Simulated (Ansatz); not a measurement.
# H10O2Si4: the cost of one run

Program: Ansatz 0.2.0. Level of theory: DFT PBE, Gaussian basis def2-TZVP. These are calculated values, not measurements.

### Step 1. Starting point

Bond lengths (14 of 15 bonds, heavy atoms first): Si1–Si2 2.244 Å, Si1–O3 1.727 Å, O3–Si4 1.721 Å, Si1–O5 1.727 Å, O5–Si6 1.724 Å, Si1–H7 1.473 Å, Si2–H8 1.470 Å, Si2–H9 1.470 Å, Si2–H10 1.470 Å, Si4–H11 1.472 Å, Si4–H12 1.470 Å, Si4–H13 1.471 Å, Si6–H14 1.470 Å, Si6–H15 1.471 Å. Angles (14 of 26 angles, heavy atoms first): Si2–Si1–O3 110.8°, Si2–Si1–O5 110.7°, O3–Si1–O5 110.8°, Si1–O3–Si4 145.0°, Si1–O5–Si6 145.0°, Si1–Si2–H8 109.8°, Si1–Si2–H9 109.3°, Si1–Si2–H10 109.5°, Si2–Si1–H7 107.1°, O3–Si1–H7 110.7°, O5–Si1–H7 106.6°, O3–Si4–H11 110.3°, O3–Si4–H12 109.0°, O3–Si4–H13 110.5°.

As a file:

```xyz
16

Si   -0.0245   -0.0996   -0.7432
Si   -0.0887    2.0444   -0.0848
O     0.7111   -1.0906    0.4649
Si    2.0250   -2.1463    0.8147
O    -1.6102   -0.6690   -1.1225
Si   -2.6354   -1.2626   -2.3745
H     0.7488   -0.1441   -1.9966
H    -0.7582    2.1448    1.2200
H    -0.8254    2.8363   -1.0805
H     1.2822    2.5616    0.0344
H     1.9757   -3.3290   -0.0598
H     1.9193   -2.5952    2.2106
H     3.3079   -1.4459    0.6476
H    -2.0889   -2.4976   -2.9564
H    -2.8175   -0.2425   -3.4191
H    -3.9539   -1.5719   -1.8028
```

### Step 2. Relaxing the atoms: H10O2Si4

Input file input.yaml:

```yaml
crystal:
  periodic: [false, false, false]
  atoms:
    - { symbol: Si, position_ang: [-0.024451, -0.099596, -0.743183] }
    - { symbol: Si, position_ang: [-0.088701, 2.044411, -0.084752] }
    - { symbol: O, position_ang: [0.711071, -1.090649, 0.464872] }
    - { symbol: Si, position_ang: [2.024955, -2.146338, 0.814665] }
    - { symbol: O, position_ang: [-1.610235, -0.668986, -1.122451] }
    - { symbol: Si, position_ang: [-2.635368, -1.262611, -2.374544] }
    - { symbol: H, position_ang: [0.748822, -0.144137, -1.99664] }
    - { symbol: H, position_ang: [-0.758221, 2.144797, 1.219985] }
    - { symbol: H, position_ang: [-0.825369, 2.836273, -1.080546] }
    - { symbol: H, position_ang: [1.282238, 2.561564, 0.034354] }
    - { symbol: H, position_ang: [1.9757, -3.329004, -0.059785] }
    - { symbol: H, position_ang: [1.919279, -2.595151, 2.210594] }
    - { symbol: H, position_ang: [3.307945, -1.445867, 0.64762] }
    - { symbol: H, position_ang: [-2.088942, -2.497558, -2.956436] }
    - { symbol: H, position_ang: [-2.817475, -0.242509, -3.419061] }
    - { symbol: H, position_ang: [-3.953929, -1.57194, -1.802773] }
basis:
  gaussian: { orbitals: def2-TZVP }
hamiltonian:
  xc: pbe
relax:
  f_tol: 0.002
  max_steps: 300
output:
  orbitals: {}
```

On the command line:

```console
> ansatz run input.yaml --threads 4 --pin off --max-ram 8192MiB --backend cpu --events-out ev --progress --plain --runs-dir out
```

Q: Estimate wall time and peak memory on 4 threads of Intel Xeon Platinum 8488C (Sapphire Rapids), shared host.

About 2.8 min, with a peak of 0.46 GiB.
